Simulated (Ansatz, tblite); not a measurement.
# GeBr2H2 (GeH₂Br₂): charged states by level of theory

Aim: the energy of removing and adding an electron for GeBr2H2 (GeH₂Br₂), by energy differences, and how well orbital energies stand in for it.

Method: as each input shows; program: Ansatz 0.2.0, Gaussian basis.

Plan: charge +1 doublet, at the geometry of the singlet (PBE0-D4/def2-TZVP, PBE-D4/def2-TZVP, r2SCAN-D4/def2-TZVP); charge -1 doublet, at the geometry of the singlet (PBE0-D4/def2-TZVPD, PBE-D4/def2-TZVPD, r2SCAN-D4/def2-TZVPD); the starting singlet's energies come from earlier runs.

## (1) The structure

The geometry is that of the singlet, from an earlier relaxation (B3LYP-D4/def2-SVP).

5 atoms, charge 0, spin multiplicity 1.

Atoms are counted from 1 here; the program's logs count them from 0.

Bond lengths: Ge1–Br2 2.320 Å, Ge1–Br3 2.320 Å, Ge1–H4 1.535 Å, Ge1–H5 1.535 Å. Angles: Br2–Ge1–Br3 109.5°, Br2–Ge1–H4 108.1°, Br2–Ge1–H5 108.1°, Br3–Ge1–H4 108.1°, Br3–Ge1–H5 108.1°, H4–Ge1–H5 114.9°.

Coordinates:

| atom | x (Å) | y (Å) | z (Å) |
| --- | --- | --- | --- |
| Ge1 | -0.16823 | 0.00066 | -0.11777 |
| Br2 | -0.15880 | -0.02198 | 2.20230 |
| Br3 | 2.01552 | 0.01489 | -0.90150 |
| H4 | -0.84821 | 1.29710 | -0.57890 |
| H5 | -0.84028 | -1.29068 | -0.60414 |

## (2) Charge +1 doublet at the fixed geometry, first pass, PBE0-D4/def2-SVP

in.yaml reads:

```yaml
crystal:
  periodic: [false, false, false]
  atoms:
    - {symbol: Ge, position_ang: [-0.168233, 0.000660, -0.117767]}
    - {symbol: Br, position_ang: [-0.158799, -0.021979, 2.202305]}
    - {symbol: Br, position_ang: [2.015520, 0.014892, -0.901498]}
    - {symbol: H, position_ang: [-0.848212, 1.297096, -0.578897]}
    - {symbol: H, position_ang: [-0.840276, -1.290678, -0.604144]}
basis:
  gaussian: {orbitals: def2-SVP}
total_charge: 1
magnetization: {spin_polarized: true, initial_magnetization: 1}
hamiltonian: {xc: pbe0, dispersion: d4}
output: {orbitals: {seedname: orbitals}}
```

On the command line:

```console
$ ansatz run in.yaml --threads 4 --pin off --events-out ev --progress --plain --max-ram 3916MiB
```

The program printed:

```text
Functional definition: PBE0
  name "PBE0"
  cite "Adamo & Barone, J. Chem. Phys. 110, 6158 (1999) doi:10.1063/1.478522"
  cite "Perdew, Burke & Ernzerhof, Phys. Rev. Lett. 77, 3865 (1996) doi:10.1103/PhysRevLett.77.3865"
  parent pbe
  parameter a = 0.25
  parameter kappa = 0.804
  parameter beta = 0.06672455060314922
  exchange = (1 - a)*pbe_x(kappa = kappa, mu = beta*pi^2/3) + a*exact_x
  correlation = pbe_c(beta = beta)
1024 factors; integrals over basis functions are off by at most 1.2e-3 eV
mean field evaluation 1: about -196587.2395 eV, gradient 1.1e1 eV
mean field evaluation 2: about -196587.2264 eV, gradient 1.2e1 eV
mean field evaluation 4: about -196587.7584 eV, gradient 7.8e-1 eV
mean field evaluation 8: about -196587.7818 eV, gradient 2.1e-1 eV
mean field evaluation 16: about -196587.7821 eV, gradient 1.6e-4 eV
mean field evaluation 32: about -196587.7765 eV, gradient 6.4e-1 eV
mean field -196587.78212369 eV, -7224.4677410610 hartree, gradient 5.4e-6 eV, S^2 0.753513; 7 other end points of the search recorded, 0 dependent functions left out
reference -196587.78214632 eV, -7224.4677418925 hartree; 52, 51 occupied and 54, 55 virtual orbitals, 1024 factors
Total energy: -196587.88910914 eV, -7224.4716727036 hartree
```

Wall time 27 s (4 threads of Intel Xeon at 2.50GHz, shared host).

HOMO -13.81 eV, LUMO -12.57 eV (over both spins); ⟨S²⟩ 0.754 (pure: 0.75).

## (3) Charge +1 doublet at the fixed geometry, PBE0-D4/def2-TZVP

start.molden holds the orbitals of an earlier run on this state, given as this run's starting guess.

in.yaml, as its differences from that of step 2:

```diff
@@ -9,3 +9,3 @@
 basis:
-  gaussian: {orbitals: def2-SVP}
+  gaussian: {orbitals: def2-TZVP, initial_orbitals: start.molden}
 total_charge: 1
@@ -13,2 +13,3 @@
 hamiltonian: {xc: pbe0, dispersion: d4}
+scf: {omitted_lower_state_checks: [starts]}
 output: {orbitals: {seedname: orbitals}}
```

Launched as before.

The program printed, shortened:

```text
Functional definition: PBE0
  name "PBE0"
  cite "Adamo & Barone, J. Chem. Phys. 110, 6158 (1999) doi:10.1063/1.478522"
  cite "Perdew, Burke & Ernzerhof, Phys. Rev. Lett. 77, 3865 (1996) doi:10.1103/PhysRevLett.77.3865"
  parent pbe
[...]
1081 factors; integrals over basis functions are off by at most 8.6e-4 eV
[...]
mean field -196611.95269605 eV, -7225.3559932117 hartree, gradient 9.9e-6 eV, S^2 0.754437; 0 other end points of the search recorded, 0 dependent functions left out
reference -196611.95272156 eV, -7225.3559941491 hartree; 52, 51 occupied and 104, 105 virtual orbitals, 1081 factors
Total energy: -196612.05968438 eV, -7225.3599249603 hartree
Checks for a lower state left out: starts
```

It took 18 s on 4 threads of Intel Xeon at 2.50GHz, shared host; peak memory 0.63 GiB.

Report: HOMO -13.74 eV, LUMO -12.50 eV (over both spins); ⟨S²⟩ 0.754 (pure: 0.75).

## (4) Charge +1 doublet at the fixed geometry, PBE-D4/def2-TZVP

in.yaml, as its differences from that of step 3:

```diff
@@ -12,3 +12,3 @@
 magnetization: {spin_polarized: true, initial_magnetization: 1}
-hamiltonian: {xc: pbe0, dispersion: d4}
+hamiltonian: {xc: pbe, dispersion: d4}
 scf: {omitted_lower_state_checks: [starts]}
```

Same command.

The program printed:

```text
Functional definition: PBE
  name "PBE"
  cite "Perdew, Burke & Ernzerhof, Phys. Rev. Lett. 77, 3865 (1996) doi:10.1103/PhysRevLett.77.3865"
  parent pbe
  parameter kappa = 0.804
  parameter beta = 0.06672455060314922
  exchange = pbe_x(kappa = kappa, mu = beta*pi^2/3)
  correlation = pbe_c(beta = beta)
these checks for a lower state are left out or cut short: starts
1198 factors; their error is unknown
mean field evaluation 1: about -196605.9380 eV, gradient 9.8e0 eV
mean field evaluation 2: about -196606.0584 eV, gradient 1.6e-1 eV
mean field evaluation 4: about -196606.0042 eV, gradient 5.7e-4 eV
mean field evaluation 8: about -196606.0042 eV, gradient 1.1e-5 eV
mean field -196606.00419615 eV, -7225.1373898724 hartree, gradient 7.7e-6 eV, S^2 0.751825; 0 other end points of the search recorded, 0 dependent functions left out
reference -196606.00423020 eV, -7225.1373911237 hartree; 52, 51 occupied and 104, 105 virtual orbitals, 1198 factors
Total energy: -196606.12881352 eV, -7225.1419694762 hartree
Checks for a lower state left out: starts
```

Wall time 11 s (4 threads of Intel Xeon at 2.50GHz, shared host).

Report: HOMO -12.94 eV, LUMO -12.84 eV (over both spins); ⟨S²⟩ 0.752 (pure: 0.75).

## (5) Charge +1 doublet at the fixed geometry, r2SCAN-D4/def2-TZVP

in.yaml, as its differences from that of step 4:

```diff
@@ -12,3 +12,3 @@
 magnetization: {spin_polarized: true, initial_magnetization: 1}
-hamiltonian: {xc: pbe, dispersion: d4}
+hamiltonian: {xc: r2scan, dispersion: d4}
 scf: {omitted_lower_state_checks: [starts]}
```

The command is unchanged.

The program printed:

```text
Functional definition: r2SCAN
  name "r2SCAN"
  cite "Furness, Kaplan, Ning, Perdew & Sun, J. Phys. Chem. Lett. 11, 8208 (2020) doi:10.1021/acs.jpclett.0c02405"
  cite "Furness, Kaplan, Ning, Perdew & Sun, J. Phys. Chem. Lett. 11, 9248 (2020) doi:10.1021/acs.jpclett.0c03077"
  parent r2scan
  parameter k0 = 0.174
  parameter k1 = 0.065
  parameter a1 = 4.9479
  exchange = r2scan_x(k0 = k0, k1 = k1, a1 = a1)
  correlation = r2scan_c
these checks for a lower state are left out or cut short: starts
1198 factors; their error is unknown
mean field evaluation 1: about -196634.4413 eV, gradient 7.3e0 eV
mean field evaluation 2: about -196634.4915 eV, gradient 8.5e-2 eV
mean field evaluation 4: about -196634.4363 eV, gradient 3.3e-4 eV
mean field evaluation 8: about -196634.4363 eV, gradient 2.4e-5 eV
mean field -196634.43625265 eV, -7226.1822486768 hartree, gradient 5.0e-6 eV, S^2 0.753843; 0 other end points of the search recorded, 0 dependent functions left out
reference -196634.43626459 eV, -7226.1822491156 hartree; 52, 51 occupied and 104, 105 virtual orbitals, 1198 factors
Total energy: -196634.46219005 eV, -7226.1832018587 hartree
Checks for a lower state left out: starts
```

Wall time 25 s (4 threads of Intel Xeon at 2.50GHz, shared host).

Report: HOMO -13.29 eV, LUMO -13.02 eV (over both spins); ⟨S²⟩ 0.754 (pure: 0.75).

## (6) Vertical ionisation energy

Charged state less starting state, singlet to doublet; the starting state's energies are those of its earlier runs.

| level | vertical ionisation energy (eV) | time |
| --- | --- | --- |
| PBE-D4/def2-TZVP | +10.04 | 14 s |
| r2SCAN-D4/def2-TZVP | +10.31 | 30 s |
| PBE0-D4/def2-TZVP | +10.51 | 24 s |

Times add the two runs; a level without a time comes out of a correlated run.

Beside −ε(HOMO) of the starting state:

| level | −ε(HOMO) (eV) | by difference (eV) | mismatch (eV) |
| --- | --- | --- | --- |
| PBE-D4/def2-TZVP | 7.23 | 10.04 | -2.81 |
| r2SCAN-D4/def2-TZVP | 7.58 | 10.31 | -2.73 |
| PBE0-D4/def2-TZVP | 8.52 | 10.51 | -2.00 |

## (7) Charge -1 doublet at the fixed geometry, first pass, PBE0-D4/def2-SVP

in.yaml, as its differences from that of step 5:

```diff
@@ -9,7 +9,6 @@
 basis:
-  gaussian: {orbitals: def2-TZVP, initial_orbitals: start.molden}
-total_charge: 1
+  gaussian: {orbitals: def2-SVP}
+total_charge: -1
 magnetization: {spin_polarized: true, initial_magnetization: 1}
-hamiltonian: {xc: r2scan, dispersion: d4}
-scf: {omitted_lower_state_checks: [starts]}
+hamiltonian: {xc: pbe0, dispersion: d4}
 output: {orbitals: {seedname: orbitals}}
```

Launched as before.

The program printed:

```text
Functional definition: PBE0
  name "PBE0"
  cite "Adamo & Barone, J. Chem. Phys. 110, 6158 (1999) doi:10.1063/1.478522"
  cite "Perdew, Burke & Ernzerhof, Phys. Rev. Lett. 77, 3865 (1996) doi:10.1103/PhysRevLett.77.3865"
  parent pbe
  parameter a = 0.25
  parameter kappa = 0.804
  parameter beta = 0.06672455060314922
  exchange = (1 - a)*pbe_x(kappa = kappa, mu = beta*pi^2/3) + a*exact_x
  correlation = pbe_c(beta = beta)
1024 factors; integrals over basis functions are off by at most 1.2e-3 eV
mean field evaluation 1: about -196596.8064 eV, gradient 1.5e1 eV
mean field evaluation 2: about -196596.9559 eV, gradient 1.4e1 eV
mean field evaluation 4: about -196597.5172 eV, gradient 5.2e-1 eV
mean field evaluation 8: about -196597.5401 eV, gradient 7.3e-2 eV
mean field evaluation 16: about -196597.5405 eV, gradient 1.2e-4 eV
mean field -196597.54046496 eV, -7224.8263534882 hartree, gradient 2.2e-5 eV, S^2 0.751943; 2 other end points of the search recorded, 0 dependent functions left out
reference -196597.54048984 eV, -7224.8263544025 hartree; 53, 52 occupied and 53, 54 virtual orbitals, 1024 factors
Total energy: -196597.66888785 eV, -7224.8310729423 hartree
```

Run time: 8 s. Hardware: 4 threads of Intel Xeon at 2.50GHz, shared host.

Report: HOMO 2.71 eV, LUMO 5.09 eV (over both spins); ⟨S²⟩ 0.752 (pure: 0.75). Doubts: highest occupied level lies above zero.

## (8) Charge -1 doublet at the fixed geometry, PBE0-D4/def2-TZVPD

in.yaml, as its differences from that of step 7:

```diff
@@ -9,3 +9,3 @@
 basis:
-  gaussian: {orbitals: def2-SVP}
+  gaussian: {orbitals: def2-TZVPD, initial_orbitals: start.molden}
 total_charge: -1
@@ -13,2 +13,3 @@
 hamiltonian: {xc: pbe0, dispersion: d4}
+scf: {omitted_lower_state_checks: [starts]}
 output: {orbitals: {seedname: orbitals}}
```

Launched as before.

The program printed, shortened:

```text
Functional definition: PBE0
  name "PBE0"
  cite "Adamo & Barone, J. Chem. Phys. 110, 6158 (1999) doi:10.1063/1.478522"
  cite "Perdew, Burke & Ernzerhof, Phys. Rev. Lett. 77, 3865 (1996) doi:10.1103/PhysRevLett.77.3865"
  parent pbe
[...]
1230 factors; integrals over basis functions are off by at most 8.3e-4 eV
[...]
mean field -196622.50834058 eV, -7225.7439059935 hartree, gradient 2.3e-5 eV, S^2 0.752146; 0 other end points of the search recorded, 0 dependent functions left out
reference -196622.50837953 eV, -7225.7439074249 hartree; 53, 52 occupied and 133, 134 virtual orbitals, 1230 factors
Total energy: -196622.63677754 eV, -7225.7486259647 hartree
Checks for a lower state left out: starts
```

It took 20 s on 4 threads of Intel Xeon at 2.50GHz, shared host; peak memory 0.7 GiB.

From the report: HOMO 1.43 eV, LUMO 2.99 eV (over both spins); ⟨S²⟩ 0.752 (pure: 0.75). Doubts: highest occupied level lies above zero.

## (9) Charge -1 doublet at the fixed geometry, PBE-D4/def2-TZVPD

in.yaml, as its differences from that of step 8:

```diff
@@ -12,3 +12,3 @@
 magnetization: {spin_polarized: true, initial_magnetization: 1}
-hamiltonian: {xc: pbe0, dispersion: d4}
+hamiltonian: {xc: pbe, dispersion: d4}
 scf: {omitted_lower_state_checks: [starts]}
```

Same command.

The program printed:

```text
Functional definition: PBE
  name "PBE"
  cite "Perdew, Burke & Ernzerhof, Phys. Rev. Lett. 77, 3865 (1996) doi:10.1103/PhysRevLett.77.3865"
  parent pbe
  parameter kappa = 0.804
  parameter beta = 0.06672455060314922
  exchange = pbe_x(kappa = kappa, mu = beta*pi^2/3)
  correlation = pbe_c(beta = beta)
these checks for a lower state are left out or cut short: starts
1315 factors; their error is unknown
mean field evaluation 1: about -196616.1237 eV, gradient 9.8e0 eV
mean field evaluation 2: about -196616.2439 eV, gradient 1.8e-1 eV
mean field evaluation 4: about -196616.2350 eV, gradient 7.1e-3 eV
mean field -196616.23503825 eV, -7225.5133663851 hartree, gradient 2.1e-5 eV, S^2 0.750911; 0 other end points of the search recorded, 0 dependent functions left out
reference -196616.23508753 eV, -7225.5133681961 hartree; 53, 52 occupied and 133, 134 virtual orbitals, 1315 factors
Total energy: -196616.38459666 eV, -7225.5188625552 hartree
Checks for a lower state left out: starts
```

It took 9.5 s on 4 threads of Intel Xeon at 2.50GHz, shared host.

From the report: HOMO 1.83 eV, LUMO 2.30 eV (over both spins); ⟨S²⟩ 0.751 (pure: 0.75). Doubts: highest occupied level lies above zero.

## (10) Charge -1 doublet at the fixed geometry, r2SCAN-D4/def2-TZVPD

in.yaml, as its differences from that of step 9:

```diff
@@ -12,3 +12,3 @@
 magnetization: {spin_polarized: true, initial_magnetization: 1}
-hamiltonian: {xc: pbe, dispersion: d4}
+hamiltonian: {xc: r2scan, dispersion: d4}
 scf: {omitted_lower_state_checks: [starts]}
```

The command is unchanged.

The program printed:

```text
Functional definition: r2SCAN
  name "r2SCAN"
  cite "Furness, Kaplan, Ning, Perdew & Sun, J. Phys. Chem. Lett. 11, 8208 (2020) doi:10.1021/acs.jpclett.0c02405"
  cite "Furness, Kaplan, Ning, Perdew & Sun, J. Phys. Chem. Lett. 11, 9248 (2020) doi:10.1021/acs.jpclett.0c03077"
  parent r2scan
  parameter k0 = 0.174
  parameter k1 = 0.065
  parameter a1 = 4.9479
  exchange = r2scan_x(k0 = k0, k1 = k1, a1 = a1)
  correlation = r2scan_c
these checks for a lower state are left out or cut short: starts
1315 factors; their error is unknown
mean field evaluation 1: about -196644.7887 eV, gradient 7.4e0 eV
mean field evaluation 2: about -196644.8402 eV, gradient 8.3e-2 eV
mean field evaluation 4: about -196644.8293 eV, gradient 4.3e-4 eV
mean field -196644.82932100 eV, -7226.5641868940 hartree, gradient 1.3e-5 eV, S^2 0.753520; 0 other end points of the search recorded, 0 dependent functions left out
reference -196644.82936217 eV, -7226.5641884072 hartree; 53, 52 occupied and 133, 134 virtual orbitals, 1315 factors
Total energy: -196644.86116166 eV, -7226.5653570167 hartree
Checks for a lower state left out: starts
```

Run time: 20 s. Hardware: 4 threads of Intel Xeon at 2.50GHz, shared host.

Report: HOMO 1.84 eV, LUMO 2.79 eV (over both spins); ⟨S²⟩ 0.754 (pure: 0.75). Doubts: highest occupied level lies above zero.

## (11) Vertical electron affinity

Starting state less charged state (positive: the electron is bound), singlet to doublet; the starting state's energies are those of its earlier runs.

```
               level  vertical electron affinity (eV)  time
   PBE-D4/def2-TZVPD                            +0.17  14 s
r2SCAN-D4/def2-TZVPD                            +0.06  27 s
  PBE0-D4/def2-TZVPD                            +0.03  27 s
```

Times add the two runs; a level without a time comes out of a correlated run.

Beside −ε(LUMO) of the starting state:

```
               level  −ε(LUMO) (eV)  by difference (eV)  mismatch (eV)
   PBE-D4/def2-TZVPD           2.45                0.17          +2.28
r2SCAN-D4/def2-TZVPD           2.19                0.06          +2.13
  PBE0-D4/def2-TZVPD           1.58                0.03          +1.55
```

## (12) Results

| quantity | value |
| --- | --- |
| vertical ionisation energy, functionals in def2-TZVP | 10.04 (PBE-D4) to 10.51 eV (PBE0-D4) |
| vertical electron affinity, functionals in def2-TZVPD | 0.03 (PBE0-D4) to 0.17 eV (PBE-D4) |

What this shows: The vertical ionisation energy spans 10.04 to 10.51 eV over the functionals. −ε(HOMO) misses the level's own difference by -2.00 eV at best (PBE0-D4) and -2.81 eV at worst (PBE-D4). The vertical electron affinity spans 0.03 to 0.17 eV over the functionals. The anion's highest level lies above zero where self-interaction lifts it, so diffuse functions weigh on these values. −ε(LUMO) misses the level's own difference by +1.55 eV at best (PBE0-D4) and +2.28 eV at worst (PBE-D4).
